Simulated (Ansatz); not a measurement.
# C2H7Si2 radical: a ladder of functionals and wavefunction methods

Aim: compute C2H7Si2 radical with functionals from several rungs and with coupled cluster. The yardstick is the atomisation energy at the CCSD(T) limit.

Program: Ansatz 0.2.0, Gaussian basis. Level of theory: functionals in def2-TZVPP, the program's frozen cores in correlated methods. These are calculated values, not measurements.

The runs, in order: LDA (SPW92), PBE-D4, revPBE-D4, BLYP-D4, r2SCAN-D4, B97M-V, PBE0-D4, B3LYP-D4, r2SCANh-D4, r2SCAN0-D4, HSE06-D4, BHLYP-D4, CAM-B3LYP-D4, LC-ωPBE, ωB97X-V, ωB97M-V, B2PLYP, PBE-QIDH; CCSD(T)/def2-SVP; CCSD(T)/def2-TZVPP; MP2/def2-QZVPP; extrapolation to the limit; RPA on PBE.

### Step 1. Structure used throughout

An earlier PBE0-D4 in a triple-zeta def2 set relaxation fixed the geometry.

SMILES `C=C[SiH2][SiH2]`, 11 atoms, charge 0, spin multiplicity 2.

Atoms are counted from 1 here; the program's logs count them from 0.

Bond lengths: C1–C2 1.330 Å, C1–H5 1.087 Å, C1–H6 1.086 Å, C2–Si3 1.861 Å, C2–H7 1.089 Å, Si3–Si4 2.332 Å, Si3–H8 1.493 Å, Si3–H9 1.489 Å, Si4–H10 1.490 Å, Si4–H11 1.490 Å. Angles: C2–C1–H5 122.1°, C2–C1–H6 121.8°, H5–C1–H6 116.1°, C1–C2–Si3 123.3°, C1–C2–H7 118.2°, Si3–C2–H7 118.4°, C2–Si3–Si4 109.8°, C2–Si3–H8 110.3°, C2–Si3–H9 109.2°, Si4–Si3–H8 110.2°, Si4–Si3–H9 109.0°, H8–Si3–H9 108.4°, Si3–Si4–H10 113.9°, Si3–Si4–H11 115.1°, H10–Si4–H11 109.4°.

### Step 2. LDA

This LDA is Slater exchange with PW92 correlation.

File in.yaml:

```yaml
crystal:
  periodic: [false, false, false]
  atoms:
    - {symbol: C, position_ang: [-1.036246, 1.907031, 0.261935]}
    - {symbol: C, position_ang: [-0.098458, 1.146265, -0.295849]}
    - {symbol: Si, position_ang: [0.649411, -0.335967, 0.544434]}
    - {symbol: Si, position_ang: [0.034954, -2.278886, -0.589121]}
    - {symbol: H, position_ang: [-1.468380, 2.760623, -0.253008]}
    - {symbol: H, position_ang: [-1.412987, 1.710298, 1.261701]}
    - {symbol: H, position_ang: [0.236317, 1.395642, -1.301775]}
    - {symbol: H, position_ang: [2.136257, -0.211652, 0.584488]}
    - {symbol: H, position_ang: [0.145407, -0.411455, 1.942994]}
    - {symbol: H, position_ang: [0.229641, -2.205210, -2.064714]}
    - {symbol: H, position_ang: [0.649582, -3.533388, -0.070486]}
basis:
  gaussian: {orbitals: def2-TZVPP}
magnetization: {spin_polarized: true, initial_magnetization: 1}
hamiltonian: {xc: lda}
output: {orbitals: {seedname: orbitals}}
```

The run is started by

```sh
> ansatz run in.yaml --threads 4 --pin off --events-out ev --progress --plain --max-ram 10444MiB
```

The runs that follow: PBE-D4 (GGA); revPBE-D4 (GGA); BLYP-D4 (GGA); r2SCAN-D4 (meta-GGA); B97M-V (meta-GGA); B3LYP-D4 (hybrid); r2SCANh-D4 (hybrid); r2SCAN0-D4 (hybrid); HSE06-D4 (hybrid); BHLYP-D4 (hybrid); CAM-B3LYP-D4 (range-separated); LC-ωPBE (range-separated); ωB97X-V (range-separated); ωB97M-V (range-separated); B2PLYP (double hybrid); PBE-QIDH (double hybrid); CCSD(T) in def2-SVP; CCSD(T) in def2-TZVPP; MP2 in def2-QZVPP; RPA on PBE orbitals.

Q: Predict the results of all the runs planned. Wanted: atomisation energy, CCSD(T)/CBS; farthest beyond LDA; mean size of error, GGA; mean size of error, meta-GGA; mean size of error, hybrid; mean size of error, range-separated; mean size of error, double hybrid; gap, smallest and largest; T1 diagnostic.

**Answer**, as computed:

```
                               quantity                                                                                         value
        atomisation energy, CCSD(T)/CBS                                                                                890.8 kcal/mol
functionals within 4.5 kcal/mol (0.5 %)  BLYP-D4, PBE0-D4, B3LYP-D4, r2SCANh-D4, r2SCAN0-D4, HSE06-D4, CAM-B3LYP-D4, ωB97X-V, ωB97M-V
                    farthest beyond LDA                                                                     BHLYP-D4 (-12.8 kcal/mol)
                mean size of error, GGA                                                                                  6.1 kcal/mol
           mean size of error, meta-GGA                                                                                  6.0 kcal/mol
             mean size of error, hybrid                                                                                  4.1 kcal/mol
    mean size of error, range-separated                                                                                  3.5 kcal/mol
      mean size of error, double hybrid                                                                                  7.4 kcal/mol
              gap, smallest and largest                                                      1.13 eV (LDA (SPW92)), 8.42 eV (LC-ωPBE)
                          T1 diagnostic                                                                                        0.0152
triples share of the correlation energy                                                                                         4.1 %
```

**Reading.** LDA overbinds by 106.8 kcal/mol (12 %). PBE-D4 misses by +9.3 kcal/mol. Double hybrids carry the basis error of their MP2 part in triple zeta, and no dispersion term here, so their miss is partly the set-up's. The rungs range-separated, hybrid miss on average by less than the doubt on the reference (4.5 kcal/mol), so they tie. Misses under about 4.5 kcal/mol are within the doubt on the reference itself, which lacks core-valence correlation, relativity and higher excitations. Hartree-Fock recovers 76 % of the binding; the rest is correlation. CCSD(T) in def2-SVP is off by -47.3 kcal/mol, which most functionals beat. Orbital gaps span 1.1 to 8.4 eV; exact exchange widens them.
